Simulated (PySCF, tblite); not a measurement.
# C₆H₁₄OSi₂: geometry, infrared bands and NMR shifts

What infrared bands and NMR shifts should C₆H₁₄OSi₂ (`OCC[C@@H]1C[SiH2]C=C1[SiH3]`) show?

The runs use tblite 0.8.0 and PySCF 2.14.0, with density-fitted response routines of our own; the level of theory stands in each step. All values are computed, except where a source is named. Atoms are numbered from 0 throughout.

## 1. The molecule as given

23 atoms, charge 0, multiplicity 1; geometry from: force field or distance geometry start.

Bonds of the start (Å): O0–C1 1.43, C1–C2 1.49, C2–C3 1.50, C3–C4 1.52, C4–Si5 1.91, Si5–C6 1.87, C6–C7 1.33, C7–Si8 1.86, C7–C3 1.44, O0–H9 0.97, C1–H10 1.09, C1–H11 1.11, C2–H12 1.12, C2–H13 1.09, C3–H14 1.15, C4–H15 1.10, C4–H16 1.08, Si5–H17 1.45, Si5–H18 1.42, C6–H19 1.07, Si8–H20 1.50, Si8–H21 1.44, Si8–H22 1.46.

## 2. Optimising the geometry with GFN2-xTB

Job settings and geometry (Å):

```
{"job": {"kind": "relax", "xc": "GFN2-xTB", "basis": "xTB"}, "charge": 0, "multiplicity": 1}
O      3.322300     0.706700    -0.114900
C      2.045600     0.239800    -0.547800
C      1.254100     0.087000     0.702700
C     -0.153100    -0.393400     0.538300
C     -0.254200    -1.775500    -0.075400
Si    -2.154600    -1.793000     0.074900
C     -2.270500     0.018800    -0.392200
C     -1.093200     0.529900    -0.039300
Si    -0.718200     2.331900    -0.315200
H      3.910500    -0.023800     0.135000
H      1.630500     0.980500    -1.230700
H      2.268800    -0.741300    -1.025000
H      1.774000    -0.647200     1.372900
H      1.242500     1.027300     1.260300
H     -0.517100    -0.565800     1.610200
H     -0.033200    -1.754800    -1.155300
H      0.214400    -2.574900     0.484600
H     -2.498300    -1.895700     1.474800
H     -2.798300    -2.673000    -0.833200
H     -3.111700     0.513500    -0.830900
H     -1.871300     3.085300     0.276800
H      0.453300     2.780000     0.395000
H     -0.647400     2.564700    -1.755600
```

On the command line:

```
OMP_NUM_THREADS=1 python probes_run.py task.json out
```

One launch serves the whole session: the jobs run in the order shown.

**Question.** This job is followed by: GFN2-xTB harmonic vibrations, gas phase; GIAO PBE0/pcSseg-1 NMR shielding, non-relativistic, gas phase. What will the session give for the following? strongest single infrared mode (GFN2-xTB); zero-point energy (GFN2-xTB); 13C shifts against TMS (PBE0/pcSseg-1); 1H shifts against TMS (PBE0/pcSseg-1, means over atoms taken as alike); 17O shifts against H2O (PBE0/pcSseg-1); 29Si shifts against TMS (PBE0/pcSseg-1).

The runs gave:

| quantity | value |
| --- | --- |
| strongest single infrared mode (GFN2-xTB) | 780 cm⁻¹, 447 km/mol |
| zero-point energy (GFN2-xTB) | 111.0 kcal/mol |
| 13C shifts against TMS (PBE0/pcSseg-1) | 175.9, 149.1, 62.4, 54.2, 43.2, 15.0 ppm |
| 1H shifts against TMS (PBE0/pcSseg-1, means over atoms taken as alike) | 6.70, 4.67, 4.65, 4.27, 3.74, 3.59, 3.47, 2.02, 1.53, 1.40, 0.66, -0.28 ppm |
| 17O shifts against H2O (PBE0/pcSseg-1) | 36.2 ppm |
| 29Si shifts against TMS (PBE0/pcSseg-1) | -28.2, -77.9 ppm |

What this shows: Relaxing lowered the energy by 0.987 eV in 165 steps; the close pair that moved most is C3–C7, from 1.439 to 1.509 Å. No mode is imaginary among the 63: a minimum at this level. The strongest single mode, at 780 cm⁻¹, has its largest shares on H22, H21 and H20 (the list is cut at 3 atoms). Unscaled tight-binding wavenumbers are off by several per cent, some by more. Its intensities can rank the bands wrongly. The most deshielded hydrogen is H19 (hydrogen on an alkene CH), at 6.70 ppm: olefinic region. At PBE0/pcSseg-1: Shielding is most anisotropic at C7 (span 253 ppm, paramagnetic term -251 ppm).
